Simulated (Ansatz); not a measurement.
# C2H5BSe: the cost of one run

Program: Ansatz 0.2.0, Gaussian basis. Level of theory: revPBE/6-31G* with D3(BJ) with three-body dispersion. These are calculated values, not measurements.

### 1 The geometry

An earlier PBE0-D4 in a triple-zeta def2 set relaxation fixed the geometry.

SMILES `CB1C[Se]1`, 9 atoms, charge 0, spin multiplicity 1.

Atoms are counted from 1 here; the program's logs count them from 0.

Bond lengths: C1–B2 1.542 Å, C1–H5 1.090 Å, C1–H6 1.096 Å, C1–H7 1.096 Å, B2–C3 1.528 Å, B2–Se4 1.899 Å, C3–Se4 2.020 Å, C3–H8 1.086 Å, C3–H9 1.086 Å. Angles: B2–C1–H5 114.1°, B2–C1–H6 109.5°, B2–C1–H7 109.6°, H5–C1–H6 108.8°, H5–C1–H7 108.8°, H6–C1–H7 105.7°, C1–B2–C3 145.5°, C1–B2–Se4 143.3°, C3–B2–Se4 71.3°, B2–C3–Se4 62.9°, B2–C3–H8 121.4°, B2–C3–H9 121.4°, Se4–C3–H8 113.0°, Se4–C3–H9 113.0°, H8–C3–H9 113.4°, B2–Se4–C3 45.8°.

### 2 The run

in.yaml reads:

```yaml
crystal:
  periodic: [false, false, false]
  atoms:
    - {symbol: C, position_ang: [-0.281989, 1.167700, -0.752062]}
    - {symbol: B, position_ang: [-0.108321, -0.248605, -0.166390]}
    - {symbol: C, position_ang: [0.451497, -1.071179, 0.993596]}
    - {symbol: Se, position_ang: [-0.486560, -2.082388, -0.481935]}
    - {symbol: H, position_ang: [-0.807735, 1.192440, -1.706146]}
    - {symbol: H, position_ang: [-0.822194, 1.796828, -0.035587]}
    - {symbol: H, position_ang: [0.700288, 1.636813, -0.877861]}
    - {symbol: H, position_ang: [-0.066498, -1.132503, 1.946530]}
    - {symbol: H, position_ang: [1.510013, -1.305508, 1.062855]}
basis:
  gaussian: {orbitals: "6-31G*"}
hamiltonian: {xc: {name: revPBE}, dispersion: d3bjatm}
md: {timestep: 1 fs, n_steps: 50, ensemble: nvt_langevin, temperature: 500, initial_velocities: maxwell_boltzmann, friction: 0.01, seed: 723}
```

Started as:

```bash
$ ansatz run in.yaml --threads 2 --pin off --events-out ev --progress --plain --max-ram 4352MiB
```

What time and memory should one allow on 2 threads of Arm Neoverse V1, shared host?

About 79 s, with a peak of 0.43 GiB.
